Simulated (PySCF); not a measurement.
# WO2OH: doublet, from a trigonal planar start

Aim: relax WO2OH as a doublet from a trigonal planar start, check by its vibrations whether the end is a minimum, and collect its spectrum and constants.

Method: PBE0, basis W def2-TZVP with ECP60, O def2-TZVP, H def2-TZVP, scalar-relativistic core potentials, no spin–orbit coupling, density fitting; program: PySCF 2.14.0.

### Step 1. The system as given

5 atoms, charge 0, spin multiplicity 2.

Bond lengths: W1–O2 1.770 Å, W1–O3 1.770 Å, W1–O4 2.000 Å, O4–H5 0.960 Å. Angles: O2–W1–O3 120.0°, O2–W1–O4 120.0°, O3–W1–O4 120.0°, W1–O4–H5 130.0°.

Coordinates in bohr (charge 0 multiplicity 2):
```
W     0.0000    0.0000    0.0000
O     3.3448    0.0000    0.0000
O    -1.6724    2.8968    0.0000
O    -1.8897   -3.2732    0.0000
H    -3.6763   -3.5882    0.0000
```

### Step 2. The SCF at the typed geometry

The steps below are one call of a driver around PySCF. For each, scf.py gives the equivalent set-up of the SCF; relaxations use the driver's own optimiser. After this first run the driver tries any further starts and a stability analysis.

scf.py reads:

```python
from pyscf import gto, scf, dft
mol = gto.M(atom='''
W      0.000000     0.000000     0.000000
O      1.770000     0.000000     0.000000
O     -0.885000     1.532900     0.000000
O     -1.000000    -1.732100     0.000000
H     -1.945400    -1.898800     0.000000''',
    basis={'W': 'def2-TZVP', 'O': 'def2-TZVP', 'H': 'def2-TZVP'},
    ecp={'W': 'def2-TZVP'},
    charge=0, spin=1)
mf = dft.UKS(mol, xc='PBE0')
mf.grids.atom_grid = (50, 194)
aux = {'W': 'def2-universal-JKFIT', 'O': 'def2-universal-JKFIT', 'H': 'def2-universal-JKFIT'}
mf = mf.density_fit(auxbasis=aux)
mf.conv_tol = 1e-08
mf.diis_space = 10
mf.max_cycle = 60
mf.init_guess = 'minao'
mf.verbose = 4
mf.kernel()
```

Launch:

```bash
OMP_NUM_THREADS=4 python axn.py task.json out
```

The runs that follow: Relaxation: trigonal planar start, doublet; Vibrations and properties at this point; Following the imaginary mode; Vibrations and properties at this point.

Before running it: what results should come out? Wanted: minimum; geometry; wavenumbers; dipole moment; highest occupied, lowest empty level; polar-tensor charge of W1; zero-point energy; atomisation energy; ⟨S²⟩.

The runs gave:

| quantity | value |
| --- | --- |
| minimum | doublet, C1 |
| geometry | O–H 0.959 Å, W–O 1.705 Å (×2), W–O 1.881 Å; H–O–W 132.8°, O–W–O 111.7°, O–W–O 117.2°, O–W–O 120.8° |
| wavenumbers (cm⁻¹) | 119 (a), 213 (a), 306 (a), 370 (a), 553 (a), 742 (a), 1002 (a), 1052 (a), 3919 (a) |
| dipole moment | 3.94 D |
| highest occupied, lowest empty level (either spin) | -7.45, -3.51 eV |
| polar-tensor charge of W1 | +1.85 e |
| zero-point energy | 49.5 kJ/mol |
| entropy at 298.15 K | 324.2 J/(mol K) |
| atomisation energy (no zero-point energy) | 2272 kJ/mol |
| ⟨S²⟩ | 0.758 |

The trigonal planar start ends in a minimum without symmetry. In the infrared the band at 3919 cm⁻¹ (a) leads. Most of the spin sits on W1 (Mulliken spin 1.13, against 1 for the whole molecule). Only this shape and spin were tried, so other structures or states may lie lower. Open d and f shells are described by one determinant, and the ground state may have another occupation or spin. With an element this heavy the missing spin–orbit coupling can shift these numbers.
